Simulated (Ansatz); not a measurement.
**WCH2 (singlet): the correlation ladder at a displaced geometry (v2), def2-SVP**

One table from this session's results is given with a row withheld; the runs are named, their logs left out.

Computed with Ansatz 0.2.0, Gaussian basis. Level: def2-SVP, core rule «outside noble gas», up to 5 orbitals frozen.

To be run: UHF; CCSD(T) on RHF; CCSD(T) on UHF; CISD; CCSDT(Q) on RHF; CASSCF and MRCISD+Q, 8 electrons in 8 orbitals; CASSCF and NEVPT2, 8 electrons in 8 orbitals.

20 further runs of the same task are left out: 1 for a known fault of the program, 9 that didn't finish, 10 set aside as unsound or not needed.

## The system

The geometry is a PBE0/def2-TZVP stationary point (not a proven minimum) with its atoms shifted at random (size 0.100 Å). No spin-orbit coupling is included. Elements past krypton take def2 core potentials.

4 atoms, charge 0, spin multiplicity 1.

Atoms are counted from 1 here; the program's logs count them from 0.

Bond lengths: W1–C2 1.831 Å, C2–H3 1.125 Å, C2–H4 1.023 Å. Angles: W1–C2–H3 119.2°, W1–C2–H4 121.3°, H3–C2–H4 116.2°.

The first run:

The input, in.yaml:

```yaml
crystal:
  periodic: [false, false, false]
  atoms:
    - {symbol: W, position_ang: [0.010484, 0.000018, 0.134923]}
    - {symbol: C, position_ang: [-0.154390, 0.008392, -1.688788]}
    - {symbol: H, position_ang: [-0.077770, -0.962787, -2.251670]}
    - {symbol: H, position_ang: [0.005339, 0.859454, -2.233456]}
basis:
  gaussian: {orbitals: def2-SVP}
magnetization: {spin_polarized: true, initial_magnetization: 0}
hamiltonian: {xc: hf}
output: {orbitals: {seedname: orbitals}}
```

Command:

```sh
> ansatz run in.yaml --threads 1 --pin off --events-out ev --progress --plain --max-ram 2393MiB
```

Steps of the session up to this table: UHF; CCSD(T) on RHF; CCSD(T) on UHF; CISD; CCSDT(Q) on RHF; CASSCF and MRCISD+Q, 8 electrons in 8 orbitals; CASSCF and NEVPT2, 8 electrons in 8 orbitals.

One table of the session follows, with a row left open; its other results are not shown here.

```
           method  from RCCSDT(Q) (meV)
              RHF               +8818.4
              UHF               +7739.8
             RMP2                +987.8
             UMP2                +852.1
            RCCSD                     ?
            UCCSD                -241.6
         RCCSD(T)                +106.0
         UCCSD(T)                -889.4
           RCCSDT                 +50.2
        RCCSDT(Q)                     0
  CASSCF frontier               +5783.2
  MRCISD frontier                +733.1
MRCISD+Q frontier                +195.2
```

**Question.** Estimate the row for RCCSD.

The run gave: from RCCSDT(Q) (meV): +562.0. In the column «from RCCSDT(Q) (meV)» it lies between MRCISD+Q frontier (+195.2) and MRCISD frontier (+733.1).

Not comparable, so not listed: CISD; CASSCF and NEVPT2, 8 electrons in 8 orbitals (they don't share determinant, frozen orbitals or solution with the rows shown, or repeat one).

Limits of these values: The determinant is far from a pure spin state, so its energy mixes those of several spin states (harmless only where they are near-degenerate, as at dissociation). The program flags UCCSD(T) as in doubt, so those rows may rest on another solution; read them beside their warnings. Warnings: restricted reference is unstable; spin contamination; coupled cluster took another determinant than the lowest; large T1 diagnostic. Restricted and unrestricted rows rest on different reference determinants; where their highest levels disagree by more than a few hundredths of an eV, they describe different states and don't form one ladder. Warnings in the runs' records: passed over end.
